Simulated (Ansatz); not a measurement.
# Nb: the cost of one run

Computed with Ansatz 0.2.0 (DFT PBEsol, scalar-relativistic, plane waves, PAW, unless a step's input says otherwise).

The COD entry's cell or inner coordinates are ideal or old and differ from later refinements, so a difference from it is no clean test against experiment.

### 1 The starting structure

Symmetry: Im-3m, No. 229, cubic system. Conventional cell: a = 3.328 Å, b = 3.328 Å, c = 3.328 Å, α = 90.00°, β = 90.00°, γ = 90.00°. Nb (site symmetry m-3m) has 8 Nb at 2.88 Å in its first shell of neighbours.

Coordinates:

```
Nb
1.0
    -1.66395    1.66395    1.66395
     1.66395   -1.66395    1.66395
     1.66395    1.66395   -1.66395
Nb
1
Direct
  0.00000 0.00000 0.00000
```

No relaxation comes first: the listed cell is the starting point.

### 2 Zero of energy

The reference gives a free energy of -4495.4369 eV, pressure -8.38 GPa, largest force 0.000 eV/Å and gap on the mesh none (metal). It was computed beforehand with the settings of the runs below.

### 3 Setting up a tetragonal deformation path

At fixed volume and fractional coordinates, lengths along (0.000, 0.000, 1.000) are scaled against those across it; ρ is that ratio over its starting value.

### 4 At ρ = 0.707

File input.yaml:

```yaml
crystal:
  lattice:
    - [-1.8678147505, 1.8678147505, 1.3205450286]
    - [1.8678147505, -1.8678147505, 1.3205450286]
    - [1.8678147505, 1.8678147505, -1.3205450286]
  atoms:
    - { symbol: Nb, position: [0.0, 0.0, 0.0] }
basis:
  ecutwfc: 420
kpoints:
  mp_grid: { grid: [22, 22, 22] }
hamiltonian:
  xc: pbesol
scf:
  occupations: { method: gaussian, width: 0.15 }
output:
  forces: true
  stress: true
  eigenvalues: true
```

Command:

```sh
$ ansatz run input.yaml --threads 1 --pin off --max-ram 2560MiB --backend cpu --events-out ev --progress --plain --runs-dir out
```

What time and memory should one allow on 1 thread of Arm Neoverse V1, shared host?

About 15 s, with a peak of 0.43 GiB.
